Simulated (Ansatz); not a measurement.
Crystal: SrWO4.

```
W Sr O
1.0
    -2.72011    2.72011    5.96993
     2.72011   -2.72011    5.96993
     2.72011    2.72011   -5.96993
W Sr O
2 2 8
Direct
  0.50000 0.50000 0.00000
  0.25000 0.75000 0.50000
  0.00000 0.00000 0.00000
  0.75000 0.25000 0.50000
  0.30916 0.43143 0.40660
  0.18143 0.27482 0.62227
  0.65256 0.55916 0.37773
  0.02482 0.90256 0.59340
  0.72518 0.34744 0.90660
  0.09744 0.69084 0.12227
  0.56857 0.97518 0.87773
  0.44084 0.81857 0.09340
```

The cell is a database's computed one.

Base run:

* Program: Ansatz 0.2.0
* Functional: HSE06
* Potentials or basis: Ansatz PAW
* Cutoff: 420 eV (not typed: the program's choice for these potentials)
* k mesh: 6 × 6 × 6
* Occupations: fermi-dirac, width 0.05 eV
* Spin: no spin polarisation

Its results: band gap on the k mesh 5.96 eV, direct; pressure -2.9 GPa; largest force 0.891 eV/Å.

Question: The run is repeated on the same cell with these changes: functional from HSE06 to PBE0. What comes out?

Answer: Band gap on the k mesh 6.74 eV, direct; pressure -3.0 GPa; largest force 0.878 eV/Å.

Caveats: spin-orbit coupling is left out, which moves the levels of the heavy elements; the PAW data sets come from PBE, with cores solved anew for the run's functional, which leaves a small shift of forces and pressure; the thresholds are loose for stress.

A k mesh can miss the band edges.
